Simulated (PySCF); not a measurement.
# Thiophene-2-carbonyl fluoride (2p) (C₅H₃FOS): NMR shifts at several levels of theory, part 2 of 2

PySCF 2.14.0. Atoms count from 0. Earlier steps stand in the parts before.

## (6) Nuclear shieldings: PBE0/6-31G

Job settings and geometry (Å):

```
{"job": {"kind": "nmr", "xc": "PBE0", "basis": "6-31G", "pop": true}, "charge": 0, "multiplicity": 1}
O      2.793793     1.195125     0.524386
C      2.121686     0.252994     0.260229
F      2.671009    -0.954790     0.055548
C      0.672684     0.206157     0.110938
C     -0.127092    -0.872402    -0.207215
C     -1.496210    -0.524422    -0.267216
C     -1.703963     0.807930     0.007820
S     -0.252280     1.645596     0.333242
H      0.276495    -1.868824    -0.387035
H     -2.300048    -1.222410    -0.502668
H     -2.654558     1.340544     0.031605
```

With the program's defaults for keys left out, this is: GIAO PBE0/6-31G NMR shielding, non-relativistic, gas phase.

Standard output:

```text
coarse grid: 11088 points
cycle   1  E = -764.7841685996  dE =  1.813e+00  |g| = 9.032e-01  |ddm| = 3.859e+00
cycle   2  E = -764.2599225516  dE =  5.242e-01  |g| = 1.865e+00  |ddm| = 2.652e+00
cycle   3  E = -764.9461118527  dE = -6.862e-01  |g| = 2.795e-01  |ddm| = 1.893e+00
cycle   4  E = -764.9599266555  dE = -1.381e-02  |g| = 7.504e-02  |ddm| = 3.396e-01
cycle   5  E = -764.9608669931  dE = -9.403e-04  |g| = 2.497e-02  |ddm| = 9.792e-02
cycle   6  E = -764.9610369725  dE = -1.700e-04  |g| = 7.203e-03  |ddm| = 3.637e-02
cycle   7  E = -764.9610491559  dE = -1.218e-05  |g| = 2.159e-03  |ddm| = 9.139e-03
cycle   8  E = -764.9610501295  dE = -9.736e-07  |g| = 9.328e-04  |ddm| = 3.469e-03
final grid: 106720 points
cycle   9  E = -764.8960397672  dE =  1.749e-06  |g| = 1.224e-02  |ddm| = 2.810e-02
cycle  10  E = -764.8959535395  dE =  8.623e-05  |g| = 2.266e-02  |ddm| = 3.933e-02
cycle  11  E = -764.8960750597  dE = -1.215e-04  |g| = 3.077e-03  |ddm| = 2.672e-02
cycle  12  E = -764.8960769211  dE = -1.861e-06  |g| = 1.926e-04  |ddm| = 2.827e-03
cycle  13  E = -764.8960769284  dE = -7.356e-09  |g| = 1.238e-04  |ddm| = 4.707e-04
cycle  14  E = -764.8960769321  dE = -3.652e-09  |g| = 4.442e-05  |ddm| = 1.766e-04
cycle  15  E = -764.8960769325  dE = -4.272e-10  |g| = 1.369e-05  |ddm| = 5.716e-05
converged SCF energy = -764.8960769325

GIAO shielding tensors (ppm)
atom      isotropic    diamagn.    paramagn.     s11        s22        s33       span
  0 O      -80.259     396.170    -476.429   -333.134   -189.540    281.898    615.033
  1 C       50.679     248.758    -198.079    -52.996     79.269    125.766    178.762
  2 F      163.494     476.583    -313.089    -58.569    245.309    303.743    362.311
  3 C       64.854     270.630    -205.776      9.237     59.399    125.925    116.688
  4 C       68.755     256.168    -187.413     -1.197     41.928    165.533    166.729
  5 C       76.463     258.272    -181.809      8.227     60.034    161.130    152.903
  6 C       59.760     270.743    -210.982    -26.322     48.729    156.875    183.197
  7 S      344.489    1058.855    -714.366    228.185    323.074    482.207    254.022
  8 H       24.653      29.882      -5.229     21.479     24.788     27.691      6.211
  9 H       25.365      28.792      -3.427     22.360     25.384     28.352      5.992
 10 H       24.945      30.488      -5.542     22.293     24.962     27.581      5.289
```

Run time: 10 s. Hardware: 1 thread of AMD EPYC 7R13, shared host; peak memory 0.51 GiB.

This run: δ C1 148.9, C6 139.8, C3 134.7, C4 130.8, H8 7.96, H10 7.67 ppm.

## (7) Shielding tensors: PBE0/6-31G*

Same as in step 6 but for these lines:

```diff
@@ -1,2 +1,2 @@
-{"job": {"kind": "nmr", "xc": "PBE0", "basis": "6-31G", "pop": true}, "charge": 0, "multiplicity": 1}
+{"job": {"kind": "nmr", "xc": "PBE0", "basis": "6-31G*", "pop": true}, "charge": 0, "multiplicity": 1}
 O      2.793793     1.195125     0.524386
```

With the program's defaults for keys left out, this is: GIAO PBE0/6-31G* NMR shielding, non-relativistic, gas phase.

Standard output:

```text
coarse grid: 11088 points
cycle   1  E = -764.9453387458  dE =  1.645e+00  |g| = 8.905e-01  |ddm| = 3.803e+00
cycle   2  E = -764.5336916179  dE =  4.116e-01  |g| = 1.716e+00  |ddm| = 1.880e+00
cycle   3  E = -765.0901853742  dE = -5.565e-01  |g| = 2.410e-01  |ddm| = 1.367e+00
cycle   4  E = -765.1003843533  dE = -1.020e-02  |g| = 7.969e-02  |ddm| = 2.715e-01
cycle   5  E = -765.1014966515  dE = -1.112e-03  |g| = 2.506e-02  |ddm| = 9.408e-02
cycle   6  E = -765.1016664278  dE = -1.698e-04  |g| = 8.107e-03  |ddm| = 3.598e-02
cycle   7  E = -765.1016826177  dE = -1.619e-05  |g| = 1.833e-03  |ddm| = 8.281e-03
cycle   8  E = -765.1016832626  dE = -6.449e-07  |g| = 8.234e-04  |ddm| = 2.364e-03
final grid: 106720 points
cycle   9  E = -765.0363289497  dE = -3.294e-06  |g| = 1.283e-02  |ddm| = 2.818e-02
cycle  10  E = -765.0362400776  dE =  8.887e-05  |g| = 2.325e-02  |ddm| = 3.419e-02
cycle  11  E = -765.0363672149  dE = -1.271e-04  |g| = 2.720e-03  |ddm| = 2.343e-02
cycle  12  E = -765.0363686707  dE = -1.456e-06  |g| = 2.490e-04  |ddm| = 2.240e-03
cycle  13  E = -765.0363686831  dE = -1.247e-08  |g| = 1.044e-04  |ddm| = 4.596e-04
cycle  14  E = -765.0363686852  dE = -2.014e-09  |g| = 5.655e-05  |ddm| = 1.523e-04
cycle  15  E = -765.0363686859  dE = -7.456e-10  |g| = 1.508e-05  |ddm| = 6.189e-05
converged SCF energy = -765.0363686859

GIAO shielding tensors (ppm)
atom      isotropic    diamagn.    paramagn.     s11        s22        s33       span
  0 O      -39.007     398.990    -437.998   -257.563   -136.444    276.985    534.547
  1 C       50.185     247.374    -197.188    -45.706     73.780    122.482    168.189
  2 F      182.858     475.336    -292.478    -18.066    256.069    310.571    328.637
  3 C       65.567     264.919    -199.352      8.870     61.338    126.492    117.623
  4 C       64.988     258.107    -193.118     -6.803     38.295    163.473    170.276
  5 C       73.540     257.607    -184.067      5.193     56.102    159.324    154.131
  6 C       60.797     264.993    -204.196    -24.996     51.069    156.316    181.312
  7 S      320.817    1060.843    -740.027    186.016    321.709    454.725    268.708
  8 H       24.349      30.529      -6.181     21.055     24.442     27.549      6.494
  9 H       24.978      28.854      -3.876     21.658     25.399     27.878      6.220
 10 H       24.589      28.965      -4.376     21.645     24.864     27.258      5.614
```

It took 14 s on 1 thread of AMD EPYC 7R13, shared host; peak memory 0.72 GiB.

In short: δ C1 144.0, C6 133.3, C4 129.2, C3 128.6, H8 7.61, H10 7.37 ppm.

## (8) Nuclear shieldings: PBE0/6-311+G(2d,p)

Same as in step 7 but for these lines:

```diff
@@ -1,2 +1,2 @@
-{"job": {"kind": "nmr", "xc": "PBE0", "basis": "6-31G*", "pop": true}, "charge": 0, "multiplicity": 1}
+{"job": {"kind": "nmr", "xc": "PBE0", "basis": "6-311+G(2d,p)", "pop": true}, "charge": 0, "multiplicity": 1}
 O      2.793793     1.195125     0.524386
```

Level: GIAO PBE0/6-311+G(2d,p) NMR shielding, non-relativistic, gas phase.

Standard output:

```text
coarse grid: 11088 points
cycle   1  E = -765.0242211075  dE =  1.629e+00  |g| = 9.096e-01  |ddm| = 4.549e+00
cycle   2  E = -764.5840322377  dE =  4.402e-01  |g| = 1.787e+00  |ddm| = 3.756e+00
cycle   3  E = -765.1643807297  dE = -5.803e-01  |g| = 2.513e-01  |ddm| = 2.776e+00
cycle   4  E = -765.1743544592  dE = -9.974e-03  |g| = 9.947e-02  |ddm| = 3.575e-01
cycle   5  E = -765.1759909519  dE = -1.636e-03  |g| = 2.640e-02  |ddm| = 1.277e-01
cycle   6  E = -765.1761730946  dE = -1.821e-04  |g| = 9.128e-03  |ddm| = 4.249e-02
cycle   7  E = -765.1761922697  dE = -1.918e-05  |g| = 2.264e-03  |ddm| = 8.970e-03
cycle   8  E = -765.1761932529  dE = -9.832e-07  |g| = 9.727e-04  |ddm| = 3.028e-03
final grid: 106720 points
cycle   9  E = -765.1839295056  dE = -2.959e-05  |g| = 1.370e-02  |ddm| = 1.508e-01
cycle  10  E = -765.1838227217  dE =  1.068e-04  |g| = 2.575e-02  |ddm| = 3.605e-02
cycle  11  E = -765.1839662132  dE = -1.435e-04  |g| = 2.793e-03  |ddm| = 2.790e-02
cycle  12  E = -765.1839675921  dE = -1.379e-06  |g| = 6.381e-04  |ddm| = 2.928e-03
cycle  13  E = -765.1839676745  dE = -8.233e-08  |g| = 1.386e-04  |ddm| = 9.899e-04
cycle  14  E = -765.1839676771  dE = -2.608e-09  |g| = 8.357e-05  |ddm| = 2.304e-04
cycle  15  E = -765.1839676787  dE = -1.623e-09  |g| = 2.125e-05  |ddm| = 9.243e-05
cycle  16  E = -765.1839676788  dE = -1.062e-10  |g| = 5.386e-06  |ddm| = 3.024e-05
converged SCF energy = -765.1839676788

GIAO shielding tensors (ppm)
atom      isotropic    diamagn.    paramagn.     s11        s22        s33       span
  0 O      -71.138     380.238    -451.376   -302.765   -160.987    250.337    553.102
  1 C       30.249     255.781    -225.532    -75.725     54.672    111.800    187.524
  2 F      162.124     464.736    -302.611    -37.401    229.271    294.503    331.904
  3 C       49.613     238.525    -188.911    -12.856     45.893    115.803    128.659
  4 C       47.339     256.067    -208.728    -32.401     18.558    155.861    188.261
  5 C       56.302     258.108    -201.805    -21.561     39.429    151.039    172.600
  6 C       42.925     256.334    -213.409    -53.140     35.194    146.721    199.861
  7 S      234.649    1056.473    -821.824     88.349    211.704    403.894    315.544
  8 H       23.559      31.121      -7.562     20.707     23.039     26.931      6.224
  9 H       24.290      28.988      -4.698     21.320     24.644     26.905      5.585
 10 H       23.639      29.242      -5.603     21.093     23.335     26.490      5.397
```

Run time: 36 s. Hardware: 1 thread of AMD EPYC 7R13, shared host; peak memory 1.2 GiB.

In short: δ C1 156.2, C6 143.5, C4 139.1, C3 136.8, H8 7.95, H10 7.87 ppm.

## (9) Run by run: NMR shifts

Shifts (ppm) of some atoms, chosen among heavy atoms and hydrogens apart, with basis size and wall time (the measured row can stand on another reference than the computed rows):

```
               run     C1     C4    H8   H10     O0    F2   S7  functions   time
     OPBE/pcSseg-1  148.9  132.0  7.74  7.50  399.9  11.6  238        158   26 s
     PBE0/pcSseg-1  157.6  141.2  7.83  7.62  420.4  18.4  247        158   16 s
       PBE0/STO-3G  109.8  108.9  6.93  6.94  392.0  85.8  101         47  5.3 s
        PBE0/6-31G  148.9  130.8  7.96  7.67  398.7  13.9  196         82   10 s
       PBE0/6-31G*  144.0  129.2  7.61  7.37  363.2  16.0  225        122   14 s
PBE0/6-311+G(2d,p)  156.2  139.1  7.95  7.87  397.7  12.6  272        242   36 s
          measured      –      –     –     –      –  24.3    –          –      –
```

Measured: solution, CDCl3; Marie Gonay, Chloé Batisse, Jean-François Paquin, Synthesis of Acyl Fluorides from Carboxylic Acids Using NaF-Assisted Deoxofluorination with XtalFluor-E, J. Org. Chem. 2020, 85, 10253−10260.

## (10) Outcome

What follows sums up all 2 parts.

| quantity | value |
| --- | --- |
| point group | Cs |
| rotational constants (main isotopes) | 3.70, 1.41, 1.02 GHz |
| 13C shifts against TMS (OPBE/pcSseg-1) | 148.9, 133.9, 132.0, 128.9, 125.8 ppm |
| 1H shifts against TMS (OPBE/pcSseg-1) | 7.74, 7.50, 7.23 ppm |
| 17O shifts against H2O (OPBE/pcSseg-1) | 399.9 ppm |
| 19F shifts against CFCl3 (OPBE/pcSseg-1) | 11.6 ppm |
| 33S shifts against CS2 (OPBE/pcSseg-1) | 238 ppm |
| measured, and computed on the same scale | F2 δ 24.3, 11.6 ppm |
| range of the shift of S7 | 101 to 272 ppm |
| property runs in this session | 6, of which 0 failed and 1 gave unsound results |

Single values in the summary come from the first run of each kind that ended normally (OPBE/pcSseg-1), which need not be the best level. Over 8 steps the energy fell by 0.047 eV; of the close pairs, C1–F2 changed most, 1.374 to 1.343 Å. At OPBE/pcSseg-1: The largest span, 520 ppm, is at O0, where the paramagnetic term is -467 ppm. The one measured 19F shift is missed by -12.7 ppm (computed less measured, unscaled). Vibration, temperature and solvent are missing from the calculation, and it holds one conformer, so part of the miss against the measured shifts is not the functional's. NICS(1)zz of -26 ppm above the planar ring from C3 marks a diatropic (aromatic) ring current. In ppm, S7 moves most: its shift spreads over 171 ppm, from 101 (PBE0/STO-3G) to 272 (PBE0/6-311+G(2d,p)). A minimal basis is unusable for shieldings, so that end is no result. For the one measured 19F shift, PBE0/pcSseg-1 misses least (5.9 ppm, 16 s) and PBE0/STO-3G most (61.5 ppm, 5.3 s). One molecule ranks no method: errors cancel, and vibration and temperature are missing from all runs.
